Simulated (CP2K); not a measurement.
**C3H4F2Ge (SMILES C#[C][Ge]([CH3])([F])[F]), run twice**

Wanted: energy and gradient of C3H4F2Ge, GFN2-xTB.

Program for the calculation: CP2K 2026.2.

2 further runs of the same task are left out: 2 set aside as unsound or not needed.

## 1. Starting point

C3H4F2Ge has 10 atoms, charge 0, and is taken as a singlet. SMILES: `C#[C][Ge]([CH3])([F])[F]`. The shape comes from a force field and isn't a relaxed structure.

Bond lengths: C1–C2 1.218 Å, C2–Ge3 1.910 Å, Ge3–C4 1.976 Å, Ge3–F5 1.759 Å, Ge3–F6 1.739 Å, C1–H7 1.073 Å, C4–H8 1.077 Å, C4–H9 1.138 Å, C4–H10 1.177 Å. Some angles: C1–C2–Ge3 177.5°, C2–Ge3–C4 105.7°, C2–Ge3–F5 108.9°, C2–Ge3–F6 109.2°, C4–Ge3–F5 109.7°, C4–Ge3–F6 111.4°, F5–Ge3–F6 111.7°, C2–C1–H7 174.2°, Ge3–C4–H8 111.4°, Ge3–C4–H9 110.3°.

## 2. First attempt

run.inp

```
&FORCE_EVAL
  METHOD QUICKSTEP
  &DFT
    CHARGE 1
    &QS
      METHOD XTB
      EPS_DEFAULT 1.0E-10
      &XTB
        GFN_TYPE TBLITE
        &TBLITE
          METHOD GFN2
        &END TBLITE
        CHECK_ATOMIC_CHARGES F
      &END XTB
    &END QS
    &POISSON
      PERIODIC NONE
      POISSON_SOLVER ANALYTIC
    &END POISSON
    # self-consistent field
    &SCF
      SCF_GUESS ATOMIC
      EPS_SCF 1.0E-07
      MAX_SCF 150
      ADDED_MOS 2
      &DIAGONALIZATION
        ALGORITHM STANDARD
      &END DIAGONALIZATION
      &MIXING
        METHOD DIRECT_P_MIXING
        ALPHA 0.4
      &END MIXING
      &SMEAR ON
        METHOD FERMI_DIRAC
        ELECTRONIC_TEMPERATURE [K] 300
      &END SMEAR
    &END SCF
    &PRINT
      &MOMENTS
        PERIODIC F
        REFERENCE COM
        MAX_MOMENT 1
      &END MOMENTS
      &MO ON
        ENERGIES T
        OCCUPATION_NUMBERS T
        NDIGITS 6
        &EACH
          QS_SCF 0
        &END EACH
        ADD_LAST NUMERIC
      &END MO
      &HIRSHFELD OFF
      &END HIRSHFELD
    &END PRINT
  &END DFT
  &SUBSYS
    &CELL
      ABC 14.6 14.2 13.8
      PERIODIC NONE
    &END CELL
    &COORD
      SCALED T
      C    0.60475000   0.59895423   0.40506159
      C    0.53853082   0.55061620   0.42527899
      Ge   0.43814726   0.47029930   0.45761957
      C    0.47688014   0.40060915   0.57459058
      F    0.41979795   0.39093310   0.36172826
      F    0.34171575   0.53879930   0.48019203
      H    0.65828425   0.64732042   0.38593841
      H    0.53681164   0.35846831   0.56065580
      H    0.48521575   0.45084155   0.63827174
      H    0.41436644   0.35267958   0.59612681
    &END COORD
  &END SUBSYS
  # extra output
  &PRINT
    &FORCES ON
    &END FORCES
  &END PRINT
&END FORCE_EVAL

&GLOBAL
  PROJECT_NAME run
  RUN_TYPE ENERGY_FORCE
  PRINT_LEVEL MEDIUM
&END GLOBAL
```

Started as:

```bash
OMP_NUM_THREADS=1 cp2k.psmp -i run.inp > run.out 2>&1
```

Log:

```text
CP2K| version string:                                       CP2K version 2026.2
[...]
 GLOBAL| Method name                                                        CP2K
[...]
 GLOBAL| Run type                                                   ENERGY_FORCE
[...]
                             - Atoms:                                         10
[...]
                             - Spherical basis functions:                     33
[...]
 Number of electrons:                                                         33
[...]
  *** SCF run converged in    28 steps ***
[...]
  Fermi energy:                                                -0.66684851644581
[...]
 TB_DIPOLE| Moment [Debye]          5.95704203       0.28740317       3.94807863
 TB_DIPOLE| Derivative [a.u.]       0.00000000       0.00000000       0.00000000
[...]
 ENERGY| Total FORCE_EVAL ( QS ) energy [hartree]            -19.292832698065791
 FORCES| Atomic forces [hartree/bohr]
 FORCES|   Atom     x               y               z               |f|
 FORCES|      1 -1.87577349E-02 -1.18741424E-02  7.62606267E-03   2.34734895E-02
 FORCES|      2  2.73245470E-02  1.91231995E-02 -8.65507928E-03   3.44563205E-02
 FORCES|      3 -1.19461019E-02  1.52874871E-03 -1.54394268E-02   1.95811727E-02
 FORCES|      4 -3.18515489E-02 -1.30839606E-02  4.85655887E-02   5.95342557E-02
 FORCES|      5 -2.52523914E-04  9.47221114E-03  1.09750519E-02   1.44995971E-02
 FORCES|      6  7.44876393E-03 -7.95220048E-03 -2.88292618E-03   1.12708846E-02
 FORCES|      7 -4.17130825E-03 -3.26604316E-03 -9.78817460E-04   5.38747938E-03
 FORCES|      8  6.39667259E-03 -1.79855886E-03 -3.79849653E-03   7.65381017E-03
 FORCES|      9  1.44368797E-03 -1.00368024E-02 -2.13474434E-02   2.36333446E-02
 FORCES|     10  2.43655464E-02  1.78875485E-02 -1.40645136E-02   3.33384881E-02
 FORCES| Sum     1.35308431E-16 -6.93889390E-17 -1.87350135E-16
 FORCES| Total atomic force                                       2.41294985E-16
[...]
```

Wall time 0.32 s (1 thread of Arm Neoverse V1, shared host).

## 3. What went wrong

It ran to the end. The result can't be trusted all the same.

The fault: the electron count doesn't fit the spin or reference typed: an even count needs an odd multiplicity, an odd count an even one. To mend it: charge 0 in place of 1. That is the species meant; for the charge typed, the multiplicity would have to change.

## 4. Second attempt

mol.inp

```
&GLOBAL
   PROJECT mol
   RUN_TYPE ENERGY_FORCE
   PRINT_LEVEL MEDIUM
&END

&FORCE_EVAL
   METHOD QUICKSTEP
   &DFT
      &QS
         METHOD XTB
         EPS_DEFAULT 1.0E-10
         &XTB
            GFN_TYPE TBLITE
            &TBLITE
               METHOD GFN2
            &END
            CHECK_ATOMIC_CHARGES F
         &END
      &END
      &POISSON
         PERIODIC NONE
         POISSON_SOLVER ANALYTIC
      &END
      &SCF
         SCF_GUESS ATOMIC
         EPS_SCF 1.0E-07
         MAX_SCF 150
         ADDED_MOS 2
         &DIAGONALIZATION
            ALGORITHM STANDARD
         &END
         &MIXING
            METHOD DIRECT_P_MIXING
            ALPHA 0.4
         &END
         &SMEAR ON
            METHOD FERMI_DIRAC
            ELECTRONIC_TEMPERATURE [K] 300
         &END
      &END
      &PRINT
         &MOMENTS
            PERIODIC F
            REFERENCE COM
            MAX_MOMENT 1
         &END
         &MO ON
            ENERGIES T
            OCCUPATION_NUMBERS T
            NDIGITS 6
            &EACH
               QS_SCF 0
            &END
            ADD_LAST NUMERIC
         &END
         &HIRSHFELD OFF
         &END
      &END
   &END
   &SUBSYS
      &CELL
         ABC 14.6 14.2 13.8
         PERIODIC NONE
      &END
      &COORD
         SCALED T
         C    0.60475000   0.59895423   0.40506159
         C    0.53853082   0.55061620   0.42527899
         Ge   0.43814726   0.47029930   0.45761957
         C    0.47688014   0.40060915   0.57459058
         F    0.41979795   0.39093310   0.36172826
         F    0.34171575   0.53879930   0.48019203
         H    0.65828425   0.64732042   0.38593841
         H    0.53681164   0.35846831   0.56065580
         H    0.48521575   0.45084155   0.63827174
         H    0.41436644   0.35267958   0.59612681
      &END
   &END
   &PRINT
      &FORCES ON
      &END
   &END
&END
```

Started as:

```bash
OMP_NUM_THREADS=1 cp2k.psmp -i mol.inp > mol.out 2>&1
```

Log:

```text
CP2K| version string:                                       CP2K version 2026.2
[...]
 GLOBAL| Method name                                                        CP2K
[...]
 GLOBAL| Run type                                                   ENERGY_FORCE
[...]
                             - Atoms:                                         10
[...]
                             - Spherical basis functions:                     33
[...]
 Number of electrons:                                                         34
[...]
  *** SCF run converged in    18 steps ***
[...]
  Fermi energy:                                                -0.25954568935491
[...]
 TB_DIPOLE| Moment [Debye]          3.07627796       0.15188738       2.08451101
 TB_DIPOLE| Derivative [a.u.]       0.00000000       0.00000000       0.00000000
[...]
 ENERGY| Total FORCE_EVAL ( QS ) energy [hartree]            -19.845675022051072
 FORCES| Atomic forces [hartree/bohr]
 FORCES|   Atom     x               y               z               |f|
 FORCES|      1 -1.87677110E-02 -6.46079542E-03  2.70947968E-03   2.00327266E-02
 FORCES|      2  2.32853016E-02  2.25838727E-02 -1.58401177E-02   3.60991122E-02
 FORCES|      3  1.86154388E-02 -3.84387981E-03  1.05640242E-02   2.17464613E-02
 FORCES|      4 -4.68786033E-02 -4.98871808E-03  2.94472451E-02   5.55844492E-02
 FORCES|      5 -3.73622387E-03  5.30360483E-03  1.69142998E-03   6.70436637E-03
 FORCES|      6 -1.79017032E-03 -1.72655870E-03 -4.32195029E-03   4.98647862E-03
 FORCES|      7 -7.82283519E-03 -1.07335529E-02  4.64056685E-03   1.40691424E-02
 FORCES|      8  9.53739717E-04 -3.39934946E-04  2.65251093E-03   2.83918817E-03
 FORCES|      9  1.96515113E-03 -1.75806785E-02 -2.32931653E-02   2.92491645E-02
 FORCES|     10  3.41759125E-02  1.77866408E-02 -8.25002344E-03   3.94007674E-02
 FORCES| Sum    -1.38777878E-17  2.77555756E-17  3.64291930E-17
 FORCES| Total atomic force                                       4.78544781E-17
[...]
```

It took 0.3 s on 1 thread of Arm Neoverse V1, shared host.

## 5. What came out

Level: GFN2-xTB.

| quantity | value |
| --- | --- |
| total energy | -19.84568 Eh |
| dipole moment (from atomic charges alone) | 3.72 D |
| HOMO energy | -11.99 eV |
| LUMO energy | -6.18 eV |
| HOMO–LUMO gap | 5.81 eV |
| largest force on an atom | 2.858 eV/Å |

What this shows: The dipole comes from point charges on the atoms alone, without atomic dipoles, so it is partial. The largest force is 2.86 eV/Å: the shape isn't a stationary point for this species at this level.
